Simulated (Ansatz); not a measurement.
**TaN+ (quartet): wave-function methods side by side, def2-SVP**

One table from this session's results is given with a row withheld; the runs are named, their logs left out.

The runs use Ansatz 0.2.0, Gaussian basis; def2-SVP, core rule «outside noble gas», up to 5 orbitals frozen.

The runs, in order: UHF; CCSD(T) on ROHF; CCSD(T) on UHF; CISD as a restricted active space (open shells left free, so some higher excitations enter); CCSDT(Q) on ROHF; CCSDT(Q) on UHF.

12 further runs of the same task are left out: 5 for a known fault of the program, 3 that didn't finish, 4 set aside as unsound or not needed. Runs told in other sessions of the task aren't counted.

### The system

The geometry is a PBE0/def2-TZVP stationary point (not a proven minimum) of the parent state, kept for this charge and spin. No spin-orbit coupling is included. Elements past krypton take def2 core potentials.

2 atoms, charge 1, spin multiplicity 4.

Atoms are counted from 1 here; the program's logs count them from 0.

Bond lengths: Ta1–N2 1.646 Å.

The first run:

The input, in.yaml:

```yaml
crystal:
  periodic: [false, false, false]
  atoms:
    - {symbol: Ta, position_ang: [0.000000, 0.000000, 0.000000]}
    - {symbol: N, position_ang: [0.000000, 0.000000, 1.646000]}
basis:
  gaussian: {orbitals: def2-SVP}
total_charge: 1
magnetization: {spin_polarized: true, initial_magnetization: 3}
hamiltonian: {xc: hf}
output: {orbitals: {seedname: orbitals}}
```

On the command line:

```
$ ansatz run in.yaml --threads 1 --pin off --events-out ev --progress --plain --max-ram 2393MiB
```

Among the steps run: UHF; CCSD(T) on ROHF; CCSD(T) on UHF; CISD as a restricted active space (open shells left free, so some higher excitations enter); CCSDT(Q) on ROHF; CCSDT(Q) on UHF.

One of the session's tables, all rows but one given; the rest of the session is left out.

It belongs to the step «Misses and costs». 

| method | from RCCSDT(Q) (meV) |
| --- | --- |
| ROHF | ? |
| UHF | +6447.4 |
| RMP2 | +362.2 |
| UMP2 | +341.5 |
| RCCSD | +387.3 |
| UCCSD | +307.4 |
| RCCSD(T) | +28.7 |
| UCCSD(T) | -41.9 |
| RCCSDT | +15.3 |
| UCCSDT | -59.5 |
| RCCSDT(Q) | 0 |
| UCCSDT(Q) | -85.8 |

Estimate the missing values for ROHF.

The run gave: from RCCSDT(Q) (meV): +6645.2. In the column «from RCCSDT(Q) (meV)» it is the highest.

Not comparable, so not listed: CISD as a restricted active space (open shells left free, so some higher excitations enter) (they don't share determinant, frozen orbitals or solution with the rows shown, or repeat one).

Caveats from the session: Restricted and unrestricted rows rest on different reference determinants; a gap between their highest levels can come from leftover correlation error, from unlike frozen cores or from another state.
